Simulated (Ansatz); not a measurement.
# SbHF2 (SMILES [F][SbH][F]): functionals against CCSD(T) at one geometry

How do the functionals fare away from a minimum? The structure is a structure displaced at random from a GFN2-xTB minimum.

Program: Ansatz 0.2.0, Gaussian basis. Level of theory: single points in def2-TZVPP. These are calculated values, not measurements.

Correlated methods freeze the cores. Filled d shells of the heavier atoms are correlated. Core potentials replace the inner electrons past krypton, and spin-orbit coupling is left out.

### Step 1. The system as given

SMILES `[F][SbH][F]`, 4 atoms, charge 0, spin multiplicity 1.

Atoms are counted from 1 here; the program's logs count them from 0.

Bond lengths: F1–Sb2 1.958 Å, Sb2–F3 1.929 Å, Sb2–H4 1.524 Å. Angles: F1–Sb2–F3 94.7°, F1–Sb2–H4 91.0°, F3–Sb2–H4 90.6°.

Geometry (Å):

```
F     1.19110   -0.68980    0.86880
Sb   -0.58300   -0.45530    0.07390
F    -0.60410    1.46090    0.29630
H     0.02920   -0.30350   -1.31340
```

### Step 2. CCSD(T)/def2-TZVPP

File run/in.yaml:

```yaml
crystal:
  periodic: [false, false, false]
  atoms:
    - {symbol: F, position_ang: [1.191100, -0.689800, 0.868800]}
    - {symbol: Sb, position_ang: [-0.583000, -0.455300, 0.073900]}
    - {symbol: F, position_ang: [-0.604100, 1.460900, 0.296300]}
    - {symbol: H, position_ang: [0.029200, -0.303500, -1.313400]}
basis:
  gaussian: {orbitals: def2-TZVPP}
correlation: {method: ccsd_t}
output: {forces: true}
```

The command line of these runs was not kept.

### Step 3. PBE0-D4/def2-TZVPP

run/in.yaml: that of step 2 with these lines changed.

```diff
@@ -9,3 +9,3 @@
   gaussian: {orbitals: def2-TZVPP}
-correlation: {method: ccsd_t}
-output: {forces: true}
+hamiltonian: {xc: pbe0, dispersion: d4}
+output: {forces: true, orbitals: {seedname: orbitals}}
```

### Step 4. wB97M-V/def2-TZVPP

run/in.yaml: that of step 3 with these lines changed.

```diff
@@ -9,3 +9,3 @@
   gaussian: {orbitals: def2-TZVPP}
-hamiltonian: {xc: pbe0, dispersion: d4}
-output: {forces: true, orbitals: {seedname: orbitals}}
+hamiltonian: {xc: {name: wB97M-V}}
+output: {forces: true}
```

### Step 5. r2SCAN-D4/def2-TZVPP

run/in.yaml: that of step 4 with these lines changed.

```diff
@@ -9,3 +9,3 @@
   gaussian: {orbitals: def2-TZVPP}
-hamiltonian: {xc: {name: wB97M-V}}
+hamiltonian: {xc: r2scan, dispersion: d4}
 output: {forces: true}
```

### Step 6. PBE-D4/def2-TZVPP

run/in.yaml: that of step 5 with these lines changed.

```diff
@@ -9,3 +9,3 @@
   gaussian: {orbitals: def2-TZVPP}
-hamiltonian: {xc: r2scan, dispersion: d4}
+hamiltonian: {xc: pbe, dispersion: d4}
 output: {forces: true}
```

### Step 7. SPW92/def2-TZVPP

run/in.yaml: that of step 6 with these lines changed.

```diff
@@ -9,3 +9,3 @@
   gaussian: {orbitals: def2-TZVPP}
-hamiltonian: {xc: pbe, dispersion: d4}
+hamiltonian: {xc: lda}
 output: {forces: true}
```

### Step 8. HSE06-D4/def2-TZVPP

run/in.yaml: that of step 7 with these lines changed.

```diff
@@ -9,3 +9,3 @@
   gaussian: {orbitals: def2-TZVPP}
-hamiltonian: {xc: lda}
+hamiltonian: {xc: hse06, dispersion: d4}
 output: {forces: true}
```

(Steps that only read results are left out.)

Q: Predict the outcome of this session. Wanted: energy less free atoms, CCSD(T)/def2-TZVPP; RMS force component; RMS force error; HOMO and LUMO, PBE0-D4; T1 diagnostic.

**Answer**, as computed:

| quantity | value |
| --- | --- |
| energy less free atoms, CCSD(T)/def2-TZVPP | -1041.9 kJ/mol |
| RMS force component | 1.687 to 1.787 eV/Å over the methods |
| RMS force error | PBE0-D4 0.141, wB97M-V 0.099, r2SCAN-D4 0.201, PBE-D4 0.513, SPW92 0.202, HSE06-D4 0.140 eV/Å |
| HOMO and LUMO, PBE0-D4 | -8.53 and -1.93 eV |
| T1 diagnostic | 0.015 |

What this shows: Against CCSD(T) the functionals' energies less atoms differ by -294.6 to -19.2 kJ/mol, PBE-D4 by -96.4 kJ/mol. A larger basis would deepen the CCSD(T) value, while the functionals are nearly converged already, so the order here is not reliable. For forces wB97M-V does best and PBE-D4 worst. Frozen-core CCSD(T) forces in triple zeta carry basis errors of their own, and this is one geometry, so small gaps rank nothing.
